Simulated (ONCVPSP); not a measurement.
# An ONCV potential for nickel, from input to tests

Task: generate the file, and judge it by its errors in other configurations, its logarithmic derivatives, its ghosts and its cutoff.

Program: ONCVPSP 4.0.1.1 (patched build). Reference atom: LDA (Perdew-Wang 92), scalar-relativistic, spherical and spin-unpolarised. All values are calculated.

## (1) The design

Typed settings, in words:

```json
{
  "element": "nickel (Ni, Z = 28)",
  "type": "optimised norm-conserving Vanderbilt (ONCV)",
  "frozen core": "[Ar]",
  "valence charge": "10",
  "reference configuration": "3d8 4s2",
  "partial waves": "4s: rc 1.95 bohr, ncon 3, nbas 7, qcut 3.5 1/bohr, 2 projectors, debl 2.7 Ha; p scattering state at 0.15 Ha: rc 1.65 bohr, ncon 4, nbas 7, qcut 4.3 1/bohr, 2 projectors, debl 3.6 Ha; 3d: rc 1.50 bohr, ncon 4, nbas 8, qcut 8.9 1/bohr, 3 projectors, debl 2.4 Ha; f scattering state at 0.28 Ha: rc 1.85 bohr, ncon 3, nbas 6, qcut 5.6 1/bohr, 2 projectors, debl 2 Ha",
  "local potential": "polynomial inside 1.35 bohr (lpopt 4, dvloc0 -1 Ha)",
  "core correction": "polynomial model core, fcfact 0.7"
}
```

The nodes and maxima of the atom's own shells, from an earlier all-electron run, set the scale for the radii.

All-electron outer shells of the reference configuration (LDA (PZ), scalar-relativistic, ld1.x):

| shell | level (eV) | outermost node (bohr) | outermost maximum (bohr) |
| --- | --- | --- | --- |
| 3p | -71.26 | 0.27 | 0.65 |
| 3d | -9.14 | – | 0.63 |
| 4s | -5.87 | 0.92 | 2.21 |
| 4p | -1.34 | 1.00 | 3.14 |

## (2) The generation run

Input file Ni.dat:

```
# ATOM AND REFERENCE CONFIGURATION
# atsym  z   nc   nv     iexc    psfile
  Ni 28.00    5    2  -001012      upf
#
#   n    l    f
    1    0    2.00
    2    0    2.00
    2    1    6.00
    3    0    2.00
    3    1    6.00
    3    2    8.00
    4    0    2.00
#
# PSEUDOPOTENTIAL AND OPTIMIZATION
# lmax
    3
#
#   l,   rc,      ep,       ncon, nbas, qcut
    0    1.95    0.00    3    7    3.50
    1    1.65    0.15    4    7    4.30
    2    1.50    0.00    4    8    8.90
    3    1.85    0.28    3    6    5.60
#
# LOCAL POTENTIAL
# lloc, lpopt,  rc(5),   dvloc0
    4    4    1.35   -1.00
#
# VANDERBILT-KLEINMAN-BYLANDER PROJECTORs
# l, nproj, debl
    0    2    2.70
    1    2    3.60
    2    3    2.40
    3    2    2.00
#
# MODEL CORE CHARGE
# icmod, fcfact, rcfact
    1    0.70    0.00
#
# LOG DERIVATIVE ANALYSIS
# epsh1, epsh2, depsh
   -2.00    5.00    0.02
#
# OUTPUT GRID
# rlmax, drl
    6.00    0.01
#
# TEST CONFIGURATIONS
# ncnf
    4
# nvcnf
#   n    l    f
    2
    3    2    8.00
    4    0    1.00
#
    2
    3    2    8.00
    4    0    0.00
#
    2
    3    2    7.00
    4    0    0.00
#
    2
    3    2    8.00
    4    0    1.50
#
```

Command:

```
$ oncvpsp.x < Ni.dat > Ni.out
```

What does the calculation give? Wanted: cutoffs for 1 and 0.1 mHa per electron, occupied waves; bound ghosts; GHOST(+) flags; largest test error; largest phase difference near zero energy, channels read; rms error of d²Exc/dn², without and with the model core.

The runs gave:

| quantity | value |
| --- | --- |
| cutoffs for 1 and 0.1 mHa per electron, occupied waves | 38 Ha and 81 Ha |
| bound ghosts | p at -37.49 eV |
| GHOST(+) flags | s at 78 eV |
| largest test error (AE − PS) | -53 meV, for 3d7 4s0 |
| largest phase difference near zero energy, channels read | 0.010 rad |
| rms error of d²Exc/dn², without and with the model core | 9.41 and 1.19 mHa |

In words: It has a bound ghost (p), a state that the atom doesn't have, and that rules the file out. By total energies transferability is fair: the largest error is 53 meV on 65.1 eV, for 3d7 4s0. That test lies far up in energy; among those under 40 eV, nearer to bonding, the largest error is 27 meV. It counts as hard, with 38 Ha needed at the looser tolerance. At the looser tolerance the 3d wave is the slowest; 4s needs 5 Ha. That counts occupied waves only; other projectors can need more. Near zero energy the phases of the channels with partial waves agree within 0.010 rad. The pseudo curves have a pole with no partner nearby in the atom's: p at -1.31 Ha. The program also flags highly localised states, GHOST(+) (s). These are tests on the free atom; a crystal test is still owed.
